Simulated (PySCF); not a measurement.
# H3NO3W (WN(OH)3): the cost of one run

Computed with PySCF 2.14.0 and routines of our own; the level stands in each step. Atoms count from 0.

### 1 The system as given

8 atoms, charge 0, multiplicity 1; geometry from: GFN2-xTB.

### 2 Geometry optimisation at PBE0-D3(BJ)/def2-SVP

The job: settings as JSON, then the geometry in Å.

```
{"job": {"xc": "PBE0", "basis": "def2-SVP", "d3": "d3bj", "grid": 1, "maxiter": 30, "shake": 0.03, "kind": "geom"}, "charge": 0, "multiplicity": 1}
W      0.074110    -0.075760    -0.055900
N      0.009870     0.016250     1.662340
O      1.754740     0.420670    -0.582560
H      2.722270     0.639370    -0.067010
O     -1.293500     1.315290    -0.565420
H     -1.878230     1.929570    -0.021800
O     -0.507700    -1.794170    -0.489660
H     -0.743330    -2.536890     0.036300
```

Started as:

```sh
$ OMP_NUM_THREADS=1 python heavy_run.py task.json out
```

This one command runs all jobs of the session in turn.

Q: Estimate the wall time and peak memory of this first job on 1 thread of Intel Xeon Platinum 8559C, shared host.

About 49 s, with a peak of 0.41 GiB.
